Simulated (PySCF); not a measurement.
# CH10GeN2Si: the cost of one run

Programs: PySCF 2.14.0, with routines of our own; each step states its level. All values are computed. Atoms count from 0.

## 1. The starting structure

15 atoms, charge 0, multiplicity 1; geometry from: GFN2-xTB.

## 2. Geometry optimisation at PBE0-D3(BJ)/def2-SVP

Job settings and geometry (Å):

```
{"job": {"xc": "PBE0", "basis": "def2-SVP", "d3": "d3bj", "grid": 1, "kind": "geom"}, "charge": 0, "multiplicity": 1}
N     -2.928797     0.036037     0.104379
Ge    -1.239924     0.709724     0.121965
C      0.009114    -0.846403     0.218707
N      1.394592    -0.544079     0.466411
Si     2.440213     0.004355    -0.781653
H     -3.680904     0.703776     0.012137
H     -3.167679    -0.606890     0.846323
H     -1.157790     1.534565    -1.134611
H     -0.974012     1.678828     1.274525
H     -0.059888    -1.392055    -0.724399
H     -0.358551    -1.522033     1.002206
H      1.516329    -0.117988     1.374408
H      2.055013     1.273271    -1.423657
H      3.726281     0.152364    -0.104433
H      2.421586    -1.055483    -1.791187
```

Command:

```
$ OMP_NUM_THREADS=1 python excited_run.py task.json out
```

The driver reads the jobs from task.json and runs them one after another.

Q: Estimate the wall time and peak memory of this first job on 1 thread of Arm Neoverse V1, shared host.

About 52 s, with a peak of 0.63 GiB.
